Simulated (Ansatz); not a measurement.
# TiO2 (Rutile): the cost of one run

Program: Ansatz 0.2.0. Level of theory: DFT r2SCAN, scalar-relativistic, plane waves, PAW. These are calculated values, not measurements.

1 further run of the same task is left out (set aside as unsound or not needed).

## 1. The starting structure

The structure is tetragonal, space group P4_2/mnm (No. 136). The conventional cell has a = 4.597 Å, b = 4.597 Å, c = 2.954 Å, α = 90.00°, β = 90.00°, γ = 90.00°. Ti (site symmetry mmm) has 6 O at 1.95 to 1.98 Å as nearest neighbours. Around O (site symmetry m2m) lie 3 Ti at 1.95 to 1.98 Å.

As a file:

```cif
data_structure
_symmetry_space_group_name_H-M 'P 1'
_symmetry_Int_Tables_number 1
_cell_length_a 4.5969
_cell_length_b 4.5969
_cell_length_c 2.9535
_cell_angle_alpha 90.000
_cell_angle_beta 90.000
_cell_angle_gamma 90.000
_cell_volume 62.41
loop_
_atom_site_label
_atom_site_type_symbol
_atom_site_fract_x
_atom_site_fract_y
_atom_site_fract_z
_atom_site_occupancy
Ti1 Ti 0.00000 0.00000 0.00000 1
Ti2 Ti 0.50000 0.50000 0.50000 1
O1 O 0.30463 0.30463 0.00000 1
O2 O 0.19537 0.80463 0.50000 1
O3 O 0.69537 0.69537 0.00000 1
O4 O 0.80463 0.19537 0.50000 1
```

It is the result of an earlier relaxation at this level (volume 10.40 Å³/atom; gap on the mesh: 2.22 eV).

## 2. Tight relaxation for the response runs

The response runs start from a cell at rest, found with their own mesh and filling of the bands.

Input file input.yaml:

```yaml
crystal:
  lattice:
    - [4.5969450477, 0.0, 0.0]
    - [0.0, 4.5969450477, 0.0]
    - [0.0, 0.0, 2.9535430797]
  atoms:
    - { symbol: Ti, position: [0.0, 0.0, 0.0] }
    - { symbol: Ti, position: [0.5, 0.5, 0.5] }
    - { symbol: O, position: [0.3046314516, 0.3046314516, 0.0] }
    - { symbol: O, position: [0.1953685484, 0.8046314516, 0.5] }
    - { symbol: O, position: [0.6953685484, 0.6953685484, 0.0] }
    - { symbol: O, position: [0.8046314516, 0.1953685484, 0.5] }
basis:
  ecutwfc: 500
kpoints:
  mp_grid: { grid: [6, 6, 10] }
hamiltonian:
  xc: r2scan
scf:
  occupations: { method: fixed }
output:
  forces: true
  stress: true
  eigenvalues: true
relax:
  adjacent_minimum: "off"
  f_tol: 0.001
  max_steps: 60
  cell: { stress_tol: 0.01 }
```

Command:

```
$ ansatz run input.yaml --threads 2 --pin off --max-ram 5120MiB --backend cpu --events-out ev --progress --plain --runs-dir out
```

What time and memory should one allow on 2 threads of Intel Xeon Platinum 8488C (Sapphire Rapids), shared host?

About 18 s, with a peak of 0.63 GiB.
